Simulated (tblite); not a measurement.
# C3H10SSi4: the cost of one run

Computed with tblite 0.8.0 and PySCF 2.14.0, with density-fitted response routines of our own, on a single molecule in the gas phase. Atoms count from 0, in the outputs and in this text.

## Step 1: The molecule as given

18 atoms, charge 0, multiplicity 1; geometry from: force field or distance geometry start.

Bonds of the start (Å): C0–C1 1.22, C1–Si2 1.85, Si2–Si3 2.24, Si3–Si4 2.24, Si3–Si5 2.22, Si5–C6 1.90, C6–S7 1.85, S7–Si3 2.13, C0–H8 1.07, Si2–H9 1.48, Si2–H10 1.49, Si4–H11 1.49, Si4–H12 1.49, Si4–H13 1.48, Si5–H14 1.48, Si5–H15 1.50, C6–H16 1.10, C6–H17 1.10.

## Step 2: Geometry optimisation with GFN2-xTB

What the job is given:

```
{"job": {"kind": "relax", "xc": "GFN2-xTB", "basis": "xTB"}, "charge": 0, "multiplicity": 1}
C      3.846800    -0.436600     0.302800
C      2.919700    -0.210600    -0.453900
Si     1.509300     0.123300    -1.603400
Si    -0.394100     0.336800    -0.446800
Si    -0.325900     2.022300     1.025300
Si    -1.083600    -1.573200     0.440100
C     -2.797200    -0.885400    -0.020900
S     -2.227600     0.071100    -1.503800
H      4.660300    -0.630400     0.962500
H      1.397300    -0.982600    -2.587100
H      1.774300     1.369800    -2.371500
H     -0.149300     3.324300     0.329600
H     -1.584700     2.089600     1.822300
H      0.801200     1.853100     1.973500
H     -0.716600    -2.794800    -0.309700
H     -0.883300    -1.735300     1.921200
H     -3.236100    -0.252700     0.765800
H     -3.519200    -1.682400    -0.257500
```

Run with:

```bash
$ OMP_NUM_THREADS=1 python probes_run.py task.json out
```

This one command runs all jobs of the session in turn.

**Question.** How long does this first job take on 1 thread of Intel Xeon at 2.50GHz, shared host, and how much memory does it need?

About 5.4 s, with a peak of 0.18 GiB.
